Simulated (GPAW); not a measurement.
# MnSb in GPAW: the effect of volume scale

The system is MnSb.

```
Sb Mn
1.0
     4.06528    0.00000    0.00000
    -2.03264    3.52064    0.00000
     0.00000    0.00000    5.66201
Sb Mn
2 2
Direct
  0.66667 0.33333 0.75000
  0.33333 0.66667 0.25000
  0.00000 0.00000 0.50000
  0.00000 0.00000 0.00000
```

Alike in all runs:

| Property | Result |
| --- | --- |
| Program | GPAW 26.7.0 |
| Task | magnons |
| Functional | LDA |
| Potentials or basis | the program's PAW data sets (release 1.2.1) made for this functional |
| Cutoff | 500 eV |
| Basis | pw |
| k mesh | 6 × 6 × 4 |
| Occupations | fermi-dirac, width 0.05 eV |
| Spin | collinear spin, ferromagnetic start |
| Starting moments | [0.0, 0.0, 5.0, 5.0] μB |

**Question.** One run gave: moment 6.06 μB. Which volume scale did it use?
A. 1.06
B. 1.04
C. 1
D. 0.98
E. 0.94

**Answer.** E.

| volume scale | moment (μB) |
| --- | --- |
| 0.94 | 6.06 |
| 0.96 | 6.24 |
| 0.98 | 6.40 |
| 1 | 6.51 |
| 1.02 | 6.60 |
| 1.04 | 6.69 |
| 1.06 | 6.76 |

Caveats: all runs use coarse meshes; the number of bands moves the energies at small q by some ten meV; the exchange constants hang on this mesh and on the site radius; magnon energies are noisy on this mesh; only a ferromagnetic start was run, and an antiferromagnetic order may lie lower in energy.
